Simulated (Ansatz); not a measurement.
# SrC4: the cost of one run

Computed with Ansatz 0.2.0 (DFT PBE, scalar-relativistic, plane waves, PAW, unless a step's input says otherwise).

2 further runs of the same task are left out: 1 that didn't finish, 1 set aside as unsound or not needed.

## (1) The starting structure

The structure is monoclinic, space group C2 (No. 5). Conventional cell: a = 9.724 Å, b = 4.994 Å, c = 5.134 Å, α = 90.00°, β = 119.19°, γ = 90.00°. Sr (site symmetry 2) has 4 C at 1.80 Å as nearest neighbours. C (site symmetry 1) has 1 Sr at 1.80 Å as nearest neighbours.

Coordinates:

```
Sr C
1.0
     4.86206   -2.49720    0.00000
     4.86206    2.49720    0.00000
    -2.50406    0.00000    4.48203
Sr C
1 4
Direct
  0.99960 0.00040 0.50000
  0.33716 0.92023 0.42961
  0.90559 0.32176 0.81978
  0.07977 0.66284 0.57039
  0.67824 0.09441 0.18022
```

A structure generator made this guess: species swapped into a database cell of OsO4 (C2, No. 5), with Sr on the Os sites and C on the O sites. Lengths come from tabulated atomic sizes and are only a guess.

## (2) A first look at the guess

Contents of input.yaml:

```yaml
crystal:
  lattice:
    - [4.86205915, -2.49719618, 0.0]
    - [4.86205915, 2.49719618, 0.0]
    - [-2.50405526, 0.0, 4.48203291]
  atoms:
    - { symbol: Sr, position: [0.99959999, 0.00040001, 0.5] }
    - { symbol: C, position: [0.33715501, 0.92022801, 0.42961499] }
    - { symbol: C, position: [0.90559, 0.321755, 0.81978202] }
    - { symbol: C, position: [0.07977199, 0.66284499, 0.57038501] }
    - { symbol: C, position: [0.678245, 0.09441, 0.18021798] }
basis:
  ecutwfc: 420
kpoints:
  mp_grid: { grid: [4, 4, 4] }
hamiltonian:
  xc: pbe
scf:
  occupations: { method: gaussian, width: 0.1 }
  lower_state_search: "off"
output:
  forces: true
  stress: true
  eigenvalues: true
```

Started as:

```
$ ansatz run input.yaml --threads 1 --pin off --max-ram 2560MiB --backend cpu --events-out ev --progress --plain --runs-dir out
```

**Question.** How long does this run take on 1 thread of Arm Neoverse V1, shared host, and how much memory does it need?

About 6 s, with a peak of 0.31 GiB.
